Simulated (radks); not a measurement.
# Ba in [Xe] 6s2: an all-electron calculation

One table from this session's results is given with a row withheld; the runs are named, their logs left out.

Program: radks (a radial shooting solver on a logarithmic mesh, Libxc functionals) version 1. Level of theory: non-relativistic Kohn-Sham, BP86, spin-polarised, spherical densities, point nucleus. These are calculated values, not measurements, unless marked.

## The atom as given

```
element       : barium (Z = 56)
charge        : 0
electrons     : 56
configuration : [Xe] 6s2
```

The outer shells:

Ba
```
[Xe] core
6s [↑↓]
```

The first run:

The run's settings:

```text
Z 56
configuration [Xe] 6s2
relativity non-relativistic
functional b88,p86
spin polarised
nucleus point
```

The run is started by

```console
$ python run_ks.py task.json out
```

The same process makes all the runs of this session.

One table of the session follows, with a row left open; its other results are not shown here.

It belongs to the step «Shells». Radial moments (bohr):

```
level      <r>  outermost maximum (interpolated)  90 % within  nodes
   1s  0.02713                            0.0180       0.0482      0
   2s   0.1164                            0.0990        0.179      1
   2p  0.09899                            0.0773        0.160      0
   3s   0.3063                             0.280        0.448      2
   3p   0.2964                             0.267        0.443      1
   3d        ?                                 ?            ?      ?
   4s   0.7037                             0.653         1.01      3
   4p   0.7282                             0.666         1.06      2
   4d   0.7959                             0.693         1.20      1
   5s    1.707                              1.53         2.46      4
   5p    1.939                              1.69         2.84      3
   6s    4.908                              4.26         7.16      5
```

**Question.** Estimate the row for 3d.

**Answer.** <r>: 0.2671; outermost maximum (interpolated): 0.216; 90 % within: 0.417; nodes: 0. In the column «<r>» it lies between 2s (0.1164) and 3p (0.2964).

Caveats from the session: Relativity is left out here, which matters for elements this heavy.
